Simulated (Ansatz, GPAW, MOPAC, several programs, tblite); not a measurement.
# OsFI (Janus 1T monolayer) from semi-empirical methods to plane-wave DFT

OsFI as a Janus 1T monolayer, relaxed with r2SCAN in Ansatz, was computed with several methods. In-plane lattice: a = 3.770 Å, b = 3.770 Å, γ = 120.0°; thickness between the outer nuclei 2.25 Å. Around Os lie 3 F at 2.39 Å and 3 I at 2.52 Å; around F lie 3 Os at 2.39 Å; around I lie 3 Os at 2.52 Å. Values at 0 K without nuclear motion; spin polarisation is off, and the phase may be a hypothetical one.

```
CELL_PARAMETERS angstrom
3.77032 0.00000 0.00000
-1.88516 3.26519 0.00000
0.00000 0.00000 29.52740
ATOMIC_POSITIONS crystal
Os 0.00000 0.00000 0.30785
F 0.33333 0.66667 0.34137
I 0.66667 0.33333 0.26518
```
Two periodic directions, a and b.

Gaps and times are for a single point on this cell. Times are rough, from shared hosts (Arm Neoverse V1), and each method has its own mesh and cell size. PM7 (MOPAC): levels, charges or heat of formation failed a check of plausibility, so no values are given. PM6 (MOPAC), PM7 (MOPAC), GFN1-xTB (tblite), GFN2-xTB (tblite) treat a cluster of cells at its zone centre, which samples few k points: where these miss a band edge, the gap comes out too large for that reason alone. Gaps from k meshes are read at a limited set of points (mesh, symmetry points, PBE's band edges), so each method's own least gap may be somewhat smaller. xTB and the PM methods were fitted mostly to molecules, and can miss a solid's gap by electronvolts. Minimal bases can be far off for gaps. GLLB-SC's gap includes the derivative discontinuity. d marks a direct gap, i an indirect one (no mark: not told apart), a dash a value that wasn't computed or didn't pass its checks.

| method | kind | gap (eV) | atoms computed | processor time |
| --- | --- | --- | --- | --- |
| GFN1-xTB (tblite) | tight binding | 0.53 | 27 | 0.97 s |
| GFN2-xTB (tblite) | tight binding | 0.66 | 27 | 1.1 s |
| PM7 (MOPAC) | semi-empirical | – | 27 | 2.8 s |
| light PBE (260 eV and a coarse mesh) | light plane-wave | 1.37 i | 3 | 6.5 s |
| PBE/single zeta (GPAW) | small basis | 1.19 i | 3 | 8.8 s |
| PM6 (MOPAC) | semi-empirical | 3.77 | 27 | 8.9 s |
| PBE | semilocal | 1.38 i | 3 | 24 s |
| r2SCAN | semilocal | 1.69 i | 3 | 54 s |
| GLLB-SC (GPAW) | model potential | 2.67 | 3 | 2.3 min |

Against r2SCAN (1.69 eV) and with closed or daggered gaps left aside, the nearest gap at the points sampled is that of PBE (-0.31 eV) and the farthest that of PM6 (MOPAC) (+2.08 eV). r2SCAN is only a yardstick of convenience: semilocal gaps usually lie below measured ones, which GLLB-SC and hybrids aim to mend.

Spin-orbit coupling is left out, which matters wherever the heavy atoms make up the band edges.
